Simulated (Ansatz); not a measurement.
# H8OSiSn (built from SMILES [OH][SnH3].[SiH4]): search for a transition state, part 2 of 2

Ansatz 0.2.0, Gaussian basis; PBE0-D4.

### 5 Saddle search in triple zeta

A small driver takes partitioned rational-function steps: uphill along one mode, downhill along the rest. It calls the program once a step for energy and forces and updates the Hessian by Bofill's formula. It stops when the largest force is under 0.01 eV/Å and the followed curvature is negative. The first step's input:

File saddle/in.yaml:

```yaml
crystal:
  periodic: [false, false, false]
  atoms:
    - {symbol: Sn, position_ang: [-0.790881, -1.249505, -0.601607]}
    - {symbol: O, position_ang: [1.302471, -1.149887, -0.097674]}
    - {symbol: H, position_ang: [-0.714471, -2.954407, -0.815111]}
    - {symbol: H, position_ang: [-1.857905, -0.879660, 0.675822]}
    - {symbol: H, position_ang: [-0.993174, -0.445284, -2.084214]}
    - {symbol: H, position_ang: [1.108378, -0.052985, 0.186726]}
    - {symbol: Si, position_ang: [0.223725, 1.675502, 0.428062]}
    - {symbol: H, position_ang: [1.597289, -1.671548, 0.667100]}
    - {symbol: H, position_ang: [1.092717, 2.720387, -0.222219]}
    - {symbol: H, position_ang: [-1.175618, 2.001461, -0.037143]}
    - {symbol: H, position_ang: [0.207470, 2.006026, 1.900157]}
basis:
  gaussian: {orbitals: def2-TZVP}
hamiltonian: {xc: pbe0, dispersion: d4}
output: {forces: true}
scf: {lower_state_search: off}
```

Run with:

```console
> ansatz run in.yaml --threads 4 --pin off --events-out ev --progress --plain --max-ram 9574MiB
```

Step by step:

```
step   energy (eV)  largest force (eV/Å)  followed curvature (eV/Å²)
   1  -15879.91415                0.2316                      -10.13
   2  -15879.92194                0.2598                      -10.03
   3  -15879.91945                0.3455                      -10.05
   4  -15879.91949                0.2713                      -10.08
   5  -15879.92280                0.0549                      -10.08
   6  -15879.92350                0.0724                      -10.08
   7  -15879.92389                0.0405                      -10.07
   8  -15879.92406                0.0314                      -10.08
   9  -15879.92414                0.0330                      -10.06
  10  -15879.92440                0.0320                      -10.06
  11  -15879.92460                0.0119                      -10.06
  12  -15879.92469                0.0182                      -10.05
  13  -15879.92489                0.0516                      -10.05
  14  -15879.92518                0.0319                      -10.05
  15  -15879.92537                0.0503                      -10.05
  16  -15879.92548                0.0333                      -10.05
  17  -15879.92555                0.0427                      -10.05
  18  -15879.92574                0.0291                      -10.05
  19  -15879.92577                0.0297                      -10.05
  20  -15879.92580                0.0292                      -10.05
  21  -15879.92583                0.0350                      -10.05
  22  -15879.92585                0.0271                      -10.04
  23  -15879.92587                0.0133                      -10.05
  24  -15879.92588                0.0099                      -10.06
```

The 24 steps took 48 s in all (4 threads of Arm Neoverse V2, shared host).

Geometry at the end of the search:

```xyz
11
charge 0, multiplicity 1
Sn   -0.78676   -1.21296   -0.53504
O     1.32081   -1.12786   -0.18653
H    -0.71896   -2.92081   -0.66401
H    -1.81066   -0.80017    0.75811
H    -1.09174   -0.50007   -2.03954
H     1.12093   -0.04749    0.13249
Si    0.20126    1.65829    0.41139
H     1.69614   -1.68788    0.50839
H     1.20521    2.69702    0.01506
H    -1.07066    2.06930   -0.27071
H    -0.06555    1.87272    1.87028
```

Followed mode, largest move set to 1: H6 (0.52, -0.86, 0.01); O2 (0.19, 0.38, 0.13); Sn1 (-0.29, 0.27, -0.05); Si7 (-0.17, -0.12, -0.07).

### 6 Checking the order of the point

File vib/in.yaml:

```yaml
crystal:
  periodic: [false, false, false]
  atoms:
    - {symbol: Sn, position_ang: [-0.786761, -1.212960, -0.535038]}
    - {symbol: O, position_ang: [1.320806, -1.127859, -0.186530]}
    - {symbol: H, position_ang: [-0.718958, -2.920806, -0.664012]}
    - {symbol: H, position_ang: [-1.810664, -0.800170, 0.758113]}
    - {symbol: H, position_ang: [-1.091744, -0.500069, -2.039542]}
    - {symbol: H, position_ang: [1.120926, -0.047489, 0.132495]}
    - {symbol: Si, position_ang: [0.201259, 1.658290, 0.411389]}
    - {symbol: H, position_ang: [1.696139, -1.687879, 0.508388]}
    - {symbol: H, position_ang: [1.205214, 2.697020, 0.015064]}
    - {symbol: H, position_ang: [-1.070663, 2.069304, -0.270709]}
    - {symbol: H, position_ang: [-0.065555, 1.872718, 1.870281]}
basis:
  gaussian: {orbitals: def2-TZVP}
hamiltonian: {xc: pbe0, dispersion: d4}
phonons: {temperatures: {t_min: 298.15, t_max: 900, t_step: 200}}
```

Run with:

```console
> ansatz run in.yaml --threads 4 --pin off --events-out ev --progress --plain --max-ram 9574MiB
```

What it wrote, cut to the lines that bear on the results:

```text
Functional definition: PBE0
  name "PBE0"
  cite "Adamo & Barone, J. Chem. Phys. 110, 6158 (1999) doi:10.1063/1.478522"
  cite "Perdew, Burke & Ernzerhof, Phys. Rev. Lett. 77, 3865 (1996) doi:10.1103/PhysRevLett.77.3865"
  parent pbe
[...]
1232 factors; their error is unknown
[...]
mean field -15879.73876687 eV, -583.5696360091 hartree, gradient 2.6e-5 eV, S^2 0.000000; 0 other end points of the search recorded, 0 dependent functions left out
[...]
reference -15879.73880971 eV, -583.5696375833 hartree; 26, 26 occupied and 140, 140 virtual orbitals, 1232 factors
[... from here to the last solve, the lines of the solves are left out (65 solves) ...]
1232 factors; their error is unknown
mean field -15879.73874561 eV, -583.5696352275 hartree, gradient 2.0e-6 eV, S^2 0.000000; 0 other end points of the search recorded, 0 dependent functions left out
[...]
WARN: phonons: modes at or below zero, which the zero-point energy, F, S and C_V leave out: 1, the lowest at -917.97 cm⁻¹. A minimum has none, and a first-order saddle one
[...]
Atom 3 at    -1.810664    -0.800170     0.758113 Å, force     0.000456     0.000205    -0.000456 eV/Å
Atom 4 at    -1.091744    -0.500069    -2.039542 Å, force     0.000314    -0.000786     0.000696 eV/Å
Atom 5 at     1.120926    -0.047489     0.132495 Å, force    -0.000547     0.000817    -0.000260 eV/Å
Atom 6 at     0.201259     1.658290     0.411389 Å, force     0.009896     0.001460     0.003523 eV/Å
Atom 7 at     1.696139    -1.687879     0.508388 Å, force    -0.000679     0.000341    -0.000965 eV/Å
Atom 8 at     1.205214     2.697020     0.015064 Å, force    -0.003877    -0.003159     0.000409 eV/Å
Atom 9 at    -1.070663     2.069304    -0.270709 Å, force    -0.005754     0.002315    -0.003603 eV/Å
Atom 10 at    -0.065555     1.872718     1.870281 Å, force     0.000093    -0.000505     0.000396 eV/Å
Dipole moment:    -0.020280    -0.747638     0.032070 e Å
Vibrations: -917.97 74.30 132.12 177.55 280.15 321.02 357.25 404.18 457.00 514.39 620.39 659.05 686.45 737.35 742.09 875.51 937.69 941.36 1144.01 1550.65 1927.69 1956.01 1998.88 2146.18 2158.78 2166.22 3768.40 cm⁻¹, zero-point energy 1.719331 eV
```

It took 2 min on 4 threads of Arm Neoverse V2, shared host.

Wavenumbers and character of the modes:

```
mode  wavenumber (cm⁻¹)                                                            character
   1               918i                                                changes O2–H6, H6–Si7
   2                 74                                                              torsion
   3                132  not assigned (largely outside the bonds, angles and torsions drawn)
   4                178                                                    torsion with bend
   5                280                                                              torsion
   6                321  not assigned (largely outside the bonds, angles and torsions drawn)
   7                357  not assigned (largely outside the bonds, angles and torsions drawn)
   8                404                                                    torsion with bend
   9                457                                                                 bend
  10                514  not assigned (largely outside the bonds, angles and torsions drawn)
  11                620                                                bend with O–H stretch
  12                659                                                                 bend
  13                686                                                                 bend
  14                737                                                                 bend
  15                742                                                                 bend
  16                876                                                                 bend
  17                938                                                                 bend
  18                941                                                                 bend
  19               1144                                                                 bend
  20               1551                                                bend with O–H stretch
  21               1928                                                         Sn–H stretch
  22               1956                                                         Sn–H stretch
  23               1999                                                         Sn–H stretch
  24               2146                                                         Si–H stretch
  25               2159                                                         Si–H stretch
  26               2166                                                         Si–H stretch
  27               3768                                                          O–H stretch
```

Vibrational sums (real modes only):

```
T (K)  entropy (J/mol/K)  heat capacity (J/mol/K)
  298               74.1                     86.8
  498              128.2                    124.2
  698              174.3                    148.5
  898              213.9                    165.4
```

### 7 Relaxing after a step of 0.30 Å one way along the mode

File downa/in.yaml:

```yaml
crystal:
  periodic: [false, false, false]
  atoms:
    - {symbol: Sn, position_ang: [-0.872540, -1.131671, -0.549332]}
    - {symbol: O, position_ang: [1.376953, -1.013652, -0.148251]}
    - {symbol: H, position_ang: [-0.691974, -2.877519, -0.635128]}
    - {symbol: H, position_ang: [-1.856597, -0.806121, 0.767020]}
    - {symbol: H, position_ang: [-1.129458, -0.496644, -2.079852]}
    - {symbol: H, position_ang: [1.276213, -0.304153, 0.135624]}
    - {symbol: Si, position_ang: [0.151363, 1.621314, 0.389367]}
    - {symbol: H, position_ang: [1.718525, -1.630093, 0.517067]}
    - {symbol: H, position_ang: [1.194234, 2.674104, 0.016033]}
    - {symbol: H, position_ang: [-1.101826, 2.108927, -0.266579]}
    - {symbol: H, position_ang: [-0.064894, 1.855607, 1.853930]}
basis:
  gaussian: {orbitals: def2-TZVP}
hamiltonian: {xc: pbe0, dispersion: d4}
relax: {f_tol: 0.005, max_steps: 200}
```

Run with:

```console
> ansatz run in.yaml --threads 4 --pin off --events-out ev --progress --plain --max-ram 9574MiB
```

What it wrote, cut to the lines that bear on the results:

```text
[... 5 set-up lines as earlier in the session ...]
[...]
1232 factors; their error is unknown
[...]
mean field -15877.94265801 eV, -583.5036302259 hartree, gradient 2.4e-5 eV, S^2 0.000000; 0 other end points of the search recorded, 0 dependent functions left out
[...]
reference -15877.94270099 eV, -583.5036318052 hartree; 26, 26 occupied and 140, 140 virtual orbitals, 1232 factors
relax step   1: F+E_penalty+E_count = -15878.13198487 eV  Δ(F+E_penalty+E_count) = +0.000e0 eV  max|allowed force component| = 2.002e1 eV/Å  Δτ_max = 0.0000 Å  (27 SCF iters, accepted)
[...]
Atom 1 at     1.826151    -0.974068    -0.086919 Å, force    -0.003504    -0.001671    -0.000255 eV/Å
Atom 2 at    -1.109361    -2.052883     0.570682 Å, force     0.000878    -0.000463    -0.001189 eV/Å
Atom 3 at    -3.036723    -0.496931    -0.628781 Å, force    -0.000499     0.001300    -0.000843 eV/Å
Atom 4 at    -0.735714    -1.095981    -2.016713 Å, force     0.000578    -0.000331     0.000936 eV/Å
Atom 5 at     2.457533    -0.498654    -0.632143 Å, force     0.002636     0.001593    -0.001519 eV/Å
Atom 6 at    -0.244843     1.390853     0.473405 Å, force    -0.000861     0.000780     0.000158 eV/Å
Atom 7 at     2.235033    -1.045567     0.778931 Å, force     0.000763     0.000029     0.001359 eV/Å
Atom 8 at     0.770647     1.924089    -0.474348 Å, force     0.000144     0.000343    -0.000249 eV/Å
Atom 9 at    -1.246076     2.467110     0.714025 Å, force     0.000244    -0.000105    -0.000196 eV/Å
Atom 10 at     0.426324     1.102122     1.769566 Å, force     0.000128    -0.000350    -0.000328 eV/Å
Dipole moment:     0.550871     0.071530     0.113500 e Å
```

Wall time 2.6 min (4 threads of Arm Neoverse V2, shared host).

The steps of the relaxation: (not every step is listed) (the energy doesn't fall at every step)

```
step  energy from step 1 (eV)  largest force component (eV/Å)
   1                   0.0000                         20.0239
   2                  -2.1053                          1.0812
   3                  -2.4656                          0.9882
   4                  -2.8329                          0.8325
   5                  -3.0883                          0.7640
   6                  -3.2888                          1.0297
   7                  -3.4198                          0.8670
   8                  -3.4949                          0.8769
   9                  -3.5160                          0.9263
  13                  -3.5720                          0.0773
  17                  -3.5658                          1.5734
  21                  -3.6078                          0.1414
  25                  -3.6102                          0.1293
  29                  -3.6115                          0.1798
  33                  -3.6123                          0.1452
  37                  -3.6132                          0.0600
  41                  -3.6137                          0.0539
  45                  -3.6140                          0.0386
  49                  -3.6142                          0.0137
  53                  -3.6143                          0.0028
  56                  -3.6143                          0.0174
  57                  -3.6143                          0.0091
  58                  -3.6143                          0.0078
  59                  -3.6143                          0.0118
  60                  -3.6143                          0.0086
  61                  -3.6143                          0.0035
```

Close pairs (by a distance rule), those that changed most:

```
   bond  before (Å)  after (Å)  change (Å)
 Sn1–O2       2.288      3.202      +0.914
Sn1–Si7       3.084      2.559      -0.525
  O2–H6       0.771      0.960      +0.189
 Sn1–H3       1.757      1.706      -0.051
 Sn1–H4       1.675      1.716      +0.040
 Si7–H9       1.528      1.488      -0.040
 Sn1–H5       1.677      1.706      +0.029
Si7–H11       1.499      1.488      -0.011
```

### 8 Relaxing after a step of 0.30 Å the other way along the mode

File downb/in.yaml:

```yaml
crystal:
  periodic: [false, false, false]
  atoms:
    - {symbol: Sn, position_ang: [-0.700982, -1.294250, -0.520743]}
    - {symbol: O, position_ang: [1.264658, -1.242065, -0.224810]}
    - {symbol: H, position_ang: [-0.745942, -2.964092, -0.692897]}
    - {symbol: H, position_ang: [-1.764730, -0.794219, 0.749206]}
    - {symbol: H, position_ang: [-1.054031, -0.503495, -1.999232]}
    - {symbol: H, position_ang: [0.965639, 0.209174, 0.129366]}
    - {symbol: Si, position_ang: [0.251155, 1.695266, 0.433412]}
    - {symbol: H, position_ang: [1.673753, -1.745666, 0.499709]}
    - {symbol: H, position_ang: [1.216195, 2.719936, 0.014094]}
    - {symbol: H, position_ang: [-1.039500, 2.029681, -0.274838]}
    - {symbol: H, position_ang: [-0.066216, 1.889829, 1.886633]}
basis:
  gaussian: {orbitals: def2-TZVP}
hamiltonian: {xc: pbe0, dispersion: d4}
relax: {f_tol: 0.005, max_steps: 200}
```

Run with:

```console
> ansatz run in.yaml --threads 4 --pin off --events-out ev --progress --plain --max-ram 9574MiB
```

What it wrote, cut to the lines that bear on the results:

```text
[... 5 set-up lines as earlier in the session ...]
[...]
1232 factors; their error is unknown
[...]
mean field -15880.18829193 eV, -583.5861557504 hartree, gradient 6.5e-5 eV, S^2 0.000000; 0 other end points of the search recorded, 0 dependent functions left out
[...]
reference -15880.18833433 eV, -583.5861573085 hartree; 26, 26 occupied and 140, 140 virtual orbitals, 1232 factors
relax step   1: F+E_penalty+E_count = -15880.36939888 eV  Δ(F+E_penalty+E_count) = +0.000e0 eV  max|allowed force component| = 1.955e0 eV/Å  Δτ_max = 0.0000 Å  (25 SCF iters, accepted)
[...]
Atom 1 at     1.294973    -1.963037    -0.405324 Å, force     0.001649    -0.001500     0.002198 eV/Å
Atom 2 at    -1.396782    -3.229032    -0.673053 Å, force    -0.000301     0.000499    -0.000330 eV/Å
Atom 3 at    -1.210381    -0.810835     0.752586 Å, force    -0.000372     0.000080    -0.001356 eV/Å
Atom 4 at    -0.775890    -0.823786    -2.050499 Å, force    -0.000965     0.000304     0.000896 eV/Å
Atom 5 at     1.160790     1.095892     0.112755 Å, force    -0.000577     0.000424     0.000189 eV/Å
Atom 6 at     0.242687     2.191105     0.516360 Å, force     0.000656    -0.000313    -0.000075 eV/Å
Atom 7 at     1.534043    -2.434829     0.395119 Å, force     0.000379     0.001183    -0.001512 eV/Å
Atom 8 at     0.927316     3.500523     0.368101 Å, force     0.000103    -0.000205    -0.000022 eV/Å
Atom 9 at    -0.964874     2.166262    -0.348890 Å, force    -0.000186     0.000223     0.000095 eV/Å
Atom 10 at    -0.165304     2.002697     1.931713 Å, force     0.000015     0.000164    -0.000099 eV/Å
Dipole moment:    -0.257388    -0.102552     0.192303 e Å
```

Run time: 72 s. Hardware: 4 threads of Arm Neoverse V2, shared host.

Step by step: (the energy doesn't fall at every step)

```
step  energy from step 1 (eV)  largest force component (eV/Å)
   1                   0.0000                          1.9553
   2                  -0.4380                          1.7941
   3                  -0.7337                          1.0888
   4                  -0.9402                          1.1131
   5                  -1.0279                          0.2250
   6                  -1.0333                          0.2607
   7                  -1.0411                          0.1964
   8                  -1.0437                          0.2308
   9                  -1.0451                          0.0935
  10                  -1.0381                          0.5794
  11                  -1.0459                          0.0124
  12                  -1.0465                          0.0056
  13                  -1.0461                          0.1104
  14                  -1.0466                          0.0248
  15                  -1.0473                          0.0619
  16                  -1.0474                          0.0409
  17                  -1.0476                          0.0294
  18                  -1.0478                          0.0117
  19                  -1.0480                          0.0126
  20                  -1.0481                          0.0634
  21                  -1.0483                          0.0299
  22                  -1.0484                          0.0145
  23                  -1.0484                          0.0183
  24                  -1.0485                          0.0134
  25                  -1.0485                          0.0106
  26                  -1.0485                          0.0028
  27                  -1.0486                          0.0036
  28                  -1.0486                          0.0037
  29                  -1.0486                          0.0022
```

Distances of close pairs at the start and the end, largest changes first:

```
   bond  before (Å)  after (Å)  change (Å)
 H6–Si7       1.677      1.485      -0.192
 Sn1–H3       1.679      1.709      +0.030
Si7–H10       1.510      1.486      -0.024
 Sn1–H4       1.730      1.711      -0.020
 Sn1–O2       1.988      1.970      -0.019
 Si7–H9       1.469      1.485      +0.016
 Sn1–H5       1.713      1.698      -0.016
Si7–H11       1.500      1.485      -0.015
```

### 9 The three structures

```
   pair  start side (Å)  saddle (Å)  end side (Å)
Sn1–Si7           4.140       3.181         2.559
  O2–H6           3.105       1.144         0.960
 Sn1–O2           1.970       2.138         3.202
 H6–Si7           1.485       1.958         3.478
```

### 10 What came out

What follows sums up all 2 parts.

| quantity | value |
| --- | --- |
| imaginary mode | 918i cm⁻¹ |
| barrier from the start side | 34.4 kcal/mol |
| barrier from the end side | 42.0 kcal/mol |
| energy of the step | -7.6 kcal/mol |
| pairs that change | Sn1–Si7 formed, O2–H6 formed, Sn1–O2 broken, H6–Si7 broken |
| zero-point energy at the saddle | 1.719 eV |

One imaginary mode, 918i cm⁻¹, makes this a first-order saddle. The two relaxations end on the structures that were planned. At PBE0-D4/def2-TZVP the electronic barrier is 34.4 kcal/mol, about 58 kT at 298 K, and the step runs 7.6 kcal/mol downhill. A step off the saddle overshot and began above it in energy, so the link to its end is likely but not proven. The ends are the nearest minima, not always the lowest complexes.
